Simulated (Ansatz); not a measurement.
# SbAs: equation of state

An exercise on one series of results from a longer session: the logs are not shown, and one member is left open.

Computed with Ansatz 0.2.0 (DFT PBEsol, scalar-relativistic, unless a step's input says otherwise).

### The system as given

The structure is trigonal, space group R-3m (No. 166). The conventional cell has a = 4.025 Å, b = 4.025 Å, c = 10.837 Å, α = 90.00°, β = 90.00°, γ = 120.00°. Around Sb (site symmetry -3m) lie 6 As at 2.94 Å. As (site symmetry -3m) is surrounded by 6 Sb at 2.94 Å.

As a file:

```
Sb As
1.0
     2.01275    1.16206    3.61233
    -2.01275    1.16206    3.61233
     0.00000   -2.32412    3.61233
Sb As
1 1
Cartesian
  0.0000 0.0000 5.4185
  0.0000 0.0000 0.0000
```

Atoms are numbered in the order of the input: Sb1, As2.

The first run:

input.yaml reads:

```yaml
crystal:
  lattice:
    - [1.9855462169, 1.1463556428, 3.563508745]
    - [-1.9855462169, 1.1463556428, 3.563508745]
    - [0.0, -2.2927112857, 3.563508745]
  atoms:
    - { symbol: Sb, position: [0.5, 0.5, 0.5] }
    - { symbol: As, position: [0.0, 0.0, 0.0] }
kpoints:
  mp_grid: { grid: [11, 11, 11] }
  band_path:
    path:
      - [0.0, 0.0, 0.0]
      - [0.5, 0.5, 0.5]
      - [0.7643424303, 0.2356575697, 0.5]
      - [0.5, -0.2356575697, 0.2356575697]
      - [0.5, 0.0, 0.0]
      - [0.0, 0.0, 0.0]
      - [0.3678287848, -0.3678287848, 0.0]
      - [0.6321712152, 0.0, 0.3678287848]
      - [0.5, 0.0, 0.5]
    npoints: 5
scf:
  occupations: { method: fermi_dirac, width: 0.05 }
hamiltonian:
  xc: pbesol
  pseudopotentials: { kind: all_electron, lapw: { basis_error: 0.001 } }
output:
  forces: true
  stress: true
  eigenvalues: true
```

On the command line:

```bash
$ ansatz run input.yaml --threads 1 --pin off --max-ram 3072MiB --backend cpu --events-out ev --progress --plain --runs-dir out
```

Among the steps run: Volume × 0.96, LAPW; Volume × 0.96, PAW; Volume × 0.96, crystal datasets; Volume × 0.99, LAPW; Volume × 0.99, PAW; Volume × 0.99, crystal datasets; Volume × 1.02, LAPW; Volume × 1.02, PAW; Volume × 1.02, crystal datasets; Volume × 1.06, LAPW; Volume × 1.06, PAW; Volume × 1.06, crystal datasets.

One of the session's tables, all rows but one given; the rest of the session is left out.

It belongs to the step «The equation of state». 

| method | volume (Å³/atom) | pressure (GPa) |
| --- | --- | --- |
| LAPW | 24.333 | ? |
| LAPW | 25.094 | -3.46 |
| LAPW | 25.854 | -5.11 |
| LAPW | 26.868 | -6.90 |
| PAW | 24.333 | -1.50 |
| PAW | 25.094 | -3.47 |
| PAW | 25.854 | -5.12 |
| PAW | 26.868 | -6.92 |
| crystal datasets | 24.333 | -1.50 |
| crystal datasets | 25.094 | -3.47 |
| crystal datasets | 25.854 | -5.12 |
| crystal datasets | 26.868 | -6.91 |

**Question.** Estimate the row for LAPW, 24.333.

As computed: pressure (GPa): -1.49. In the column «pressure (GPa)» it is the highest.

Caveats from the session: Warnings in the runs' records: gradients without spin orbit, crystal datasets made.
